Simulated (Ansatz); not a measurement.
The system is MoIr4.

```
Ir Mo
1.0
     1.37422    0.79341   11.30610
    -1.37422    0.79341   11.30610
     0.00000   -1.58681   11.30610
Ir Mo
4 1
Cartesian
  0.0000 0.0000 20.3610
  0.0000 0.0000 6.7605
  0.0000 0.0000 27.1578
  0.0000 0.0000 13.5573
  0.0000 0.0000 0.0000
```

The cell comes from a database or a generator and needn't be the stable form of this composition.

Base run:

| Item | Value |
| --- | --- |
| Program | Ansatz 0.2.0 |
| Functional | LDA |
| Potentials or basis | Ansatz PAW |
| Cutoff | 420 eV |
| Density cutoff | 1680 eV |
| k mesh | 11 × 11 × 11 |
| Occupations | fermi-dirac, width 0.05 eV |
| Spin | no spin polarisation |

Its results: band gap on the k mesh none (metal or under the smearing width); pressure -17.3 GPa; largest force 0.072 eV/Å.

**Question.** After a change of settings the same cell gave: band gap on the k mesh none (metal or under the smearing width); pressure 2.3 GPa; largest force 0.067 eV/Å. Which change was it?
A. functional from LDA to PBEsol
B. functional from LDA to PBEsol; spin from no spin polarisation to spin-orbit coupling, no magnetisation; potential files from those of the base run to others of the same set
C. functional from LDA to r2SCAN; cutoff from 420 eV to 500 eV; density cutoff from 1680 eV to 2000 eV
D. functional from LDA to RPBE

**Answer.** D.

RPBE binds less tightly than LDA, so the same cell stands under more pressure.

Caveats: the PAW data sets come from PBE, with cores solved anew for the run's functional, which leaves a small shift of forces and pressure; the density of states is complete only up to the lowest level of the last band computed; the potentials were made for another functional, which shifts forces and pressure (some runs).

Not every run made on this cell is shown here.
